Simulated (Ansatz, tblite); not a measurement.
**C₁₈H₈F₆N₈: one state, many levels**

The task here is to estimate one member of a computed series from the others.

The runs use Ansatz 0.2.0, Gaussian basis; as each input shows.

Plan: GFN1-xTB, GFN2-xTB, PBE-D4/def2-SVP, r2SCAN-D4/def2-SVP, CAM-B3LYP-D4/def2-SVP, PBE0-D4/def2-TZVP, PBE-D4/def2-TZVP, HF/6-31G, B3LYP-D4/6-31G.

2 further runs of the same task are left out: 2 set aside as unsound or not needed.

## The geometry

The singlet was relaxed beforehand with r2SCAN-D4/def2-SVP.

SMILES `FC(F)(F)c1cnc(-c2cnc(-c3cnc(-c4cnc(C(F)(F)F)nc4)nc3)nc2)nc1`, 40 atoms, charge 0, spin multiplicity 1.

Bond lengths: F1–C2 1.342 Å, C2–F3 1.344 Å, C2–F4 1.342 Å, C2–C5 1.500 Å, C5–C6 1.400 Å, C5–C32 1.400 Å, C6–N7 1.328 Å, C6–H33 1.097 Å, N7–C8 1.344 Å, C8–C9 1.472 Å, C8–N31 1.344 Å, C9–C10 1.406 Å, C9–C30 1.406 Å, C10–N11 1.328 Å, C10–H34 1.096 Å, N11–C12 1.344 Å, C12–C13 1.472 Å, C12–N29 1.344 Å and more. Angles: F1–C2–F3 107.3°, F1–C2–F4 108.1°, F1–C2–C5 111.3°, F3–C2–F4 107.3°, F3–C2–C5 111.5°, F4–C2–C5 111.3°, C2–C5–C6 121.7°, C2–C5–C32 121.8°, C6–C5–C32 116.5°, C5–C6–N7 122.0°, C5–C6–H33 120.7°, N7–C6–H33 117.3°, C6–N7–C8 117.1°, N7–C8–C9 117.3°, N7–C8–N31 125.5°, C9–C8–N31 117.3°, C8–C9–C10 122.1°, C8–C9–C30 122.1° and more.

PBE0-D4/def2-SVP was run before; its log isn't repeated, and its numbers join the tables.

The first run:

Tight binding, by tblite at 300 K electronic temperature and without a spin-polarisation term:

```python
tblite.interface.Calculator('GFN1-xTB', numbers, positions, charge=0, uhf=0).singlepoint()
```

Tight binding, by tblite at 300 K electronic temperature and without a spin-polarisation term:

```python
tblite.interface.Calculator('GFN2-xTB', numbers, positions, charge=0, uhf=0).singlepoint()
```

start.molden holds the orbitals of an earlier run on this state, given as this run's starting guess.

Input file in.yaml:

```yaml
crystal:
  periodic: [false, false, false]
  atoms:
    - {symbol: F, position_ang: [9.227370, -1.078179, -1.815769]}
    - {symbol: C, position_ang: [8.837751, -0.217045, -0.862663]}
    - {symbol: F, position_ang: [9.406196, -0.611994, 0.289265]}
    - {symbol: F, position_ang: [9.340993, 0.990776, -1.162309]}
    - {symbol: C, position_ang: [7.342456, -0.170624, -0.749024]}
    - {symbol: C, position_ang: [6.672067, 0.980763, -0.320211]}
    - {symbol: N, position_ang: [5.351456, 1.015356, -0.182847]}
    - {symbol: C, position_ang: [4.676283, -0.108962, -0.477933]}
    - {symbol: C, position_ang: [3.212724, -0.076274, -0.324983]}
    - {symbol: C, position_ang: [2.532465, 1.073771, 0.113725]}
    - {symbol: N, position_ang: [1.212084, 1.108799, 0.249651]}
    - {symbol: C, position_ang: [0.537021, -0.014086, -0.051836]}
    - {symbol: C, position_ang: [-0.926731, 0.020469, 0.096031]}
    - {symbol: C, position_ang: [-1.733580, -1.095923, -0.187800]}
    - {symbol: N, position_ang: [-3.055088, -1.068622, -0.055256]}
    - {symbol: C, position_ang: [-3.601881, 0.083591, 0.366699]}
    - {symbol: C, position_ang: [-5.068834, 0.117867, 0.516008]}
    - {symbol: C, position_ang: [-5.746038, 1.271020, 0.948234]}
    - {symbol: N, position_ang: [-7.070320, 1.302334, 1.091665]}
    - {symbol: C, position_ang: [-7.715836, 0.173830, 0.803127]}
    - {symbol: C, position_ang: [-9.234152, 0.221875, 0.923742]}
    - {symbol: F, position_ang: [-9.742438, -0.980975, 1.198000]}
    - {symbol: F, position_ang: [-9.622174, 1.067824, 1.880373]}
    - {symbol: F, position_ang: [-9.767990, 0.640444, -0.238312]}
    - {symbol: N, position_ang: [-7.196799, -0.973704, 0.370881]}
    - {symbol: C, position_ang: [-5.872067, -0.999076, 0.229346]}
    - {symbol: N, position_ang: [-2.928620, 1.207405, 0.664011]}
    - {symbol: C, position_ang: [-1.607516, 1.172319, 0.529207]}
    - {symbol: N, position_ang: [1.085015, -1.165699, -0.477214]}
    - {symbol: C, position_ang: [2.405902, -1.192261, -0.610351]}
    - {symbol: N, position_ang: [5.225174, -1.258414, -0.907402]}
    - {symbol: C, position_ang: [6.546340, -1.283876, -1.041889]}
    - {symbol: H, position_ang: [7.226256, 1.899517, -0.091204]}
    - {symbol: H, position_ang: [3.096292, 1.981905, 0.355532]}
    - {symbol: H, position_ang: [-1.271327, -2.028364, -0.531112]}
    - {symbol: H, position_ang: [-5.183022, 2.182251, 1.178061]}
    - {symbol: H, position_ang: [-5.411163, -1.928145, -0.123615]}
    - {symbol: H, position_ang: [-1.042923, 2.080813, 0.767599]}
    - {symbol: H, position_ang: [2.866854, -2.124291, -0.956682]}
    - {symbol: H, position_ang: [6.997800, -2.216396, -1.402764]}
basis:
  gaussian: {orbitals: def2-SVP, fitting: {mean_field: def2-universal-jkfit}, initial_orbitals: start.molden}
hamiltonian: {xc: pbe, dispersion: d4}
scf: {omitted_lower_state_checks: [starts]}
output: {forces: true, orbitals: {seedname: orbitals}}
```

Launch:

```bash
ansatz run in.yaml --threads 8 --pin off --events-out ev --progress --plain --max-ram 19148MiB
```

Steps of the session up to this table: PBE-D4/def2-SVP; r2SCAN-D4/def2-SVP; CAM-B3LYP-D4/def2-SVP; PBE0-D4/def2-TZVP; PBE-D4/def2-TZVP; HF/6-31G; B3LYP-D4/6-31G.

One table of the session follows, with a row left open; its other results are not shown here.

It belongs to the step «Binding energy». 

| level | binding an atom (eV) |
| --- | --- |
| HF/6-31G | 2.996 |
| PBE-D4/def2-SVP | 5.629 |
| PBE-D4/def2-TZVP | 5.505 |
| r2SCAN-D4/def2-SVP | 5.324 |
| B3LYP-D4/6-31G | 4.924 |
| PBE0-D4/def2-SVP | 5.411 |
| PBE0-D4/def2-TZVP | 5.299 |
| CAM-B3LYP-D4/def2-SVP | ? |

**Question.** Estimate the row for CAM-B3LYP-D4/def2-SVP.

As computed: binding an atom (eV): 5.341. In the column «binding an atom (eV)» it lies between r2SCAN-D4/def2-SVP (5.324) and PBE0-D4/def2-SVP (5.411).

Caveats from the session: Free atoms were run apart at each level; binding is atoms less cluster, divided by the number of atoms, without zero-point or spin-orbit terms.
